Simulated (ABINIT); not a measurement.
A run of ABINIT 10.8.3 (patched build):

File run.abi:

```
# Pseudopotentials
pp_dirpath "./"
pseudos "Si.upf, F.upf"

# Structure
acell 7.9246814662 7.9246814662 7.9246803479
rprim
     0.3192036678     0.1842920683     0.9295942405
    -0.3192036678     0.1842920683     0.9295942405
     0.0000000000    -0.3685841886     0.9295943717
ntypat 2
znucl 14 9
natom 2
typat 1 2
xred
     0.5000000000     0.5000000000     0.5000000000
     0.0000000000     0.0000000000     0.0000000000

# Plane-wave basis
ecut 49.0

# k points
kptopt 1
ngkpt 12 12 12
nshiftk 1
shiftk 0.0 0.0 0.0

# Exchange and correlation
ixc 11

# Bands and occupations
nband 10
occopt 3
tsmear 0.00183747

# SCF cycle
nstep 100
tolvrs 1.0e-10

# Output
iomode 3
prtwf 0
prteig 0
prtebands 0
enunit 2
prtden 1
prtvha 1
prtvclmb 1
prtpot 1
prtelf 1
```

Potentials or basis: Ansatz NC PBE.

Run with:

```bash
$ abinit run.abi > log 2>&1
```

Hardware: 1 thread of Arm Neoverse V2 (shared host).

Question: Estimate the wall time of this run.

Answer: Run time: 4 min on 1 thread of Arm Neoverse V2, with other jobs on the host, peak memory 0.17 GiB. Counts: scf iterations 11, mpi ranks 1, k points 189, bands 10, plane waves 2695.
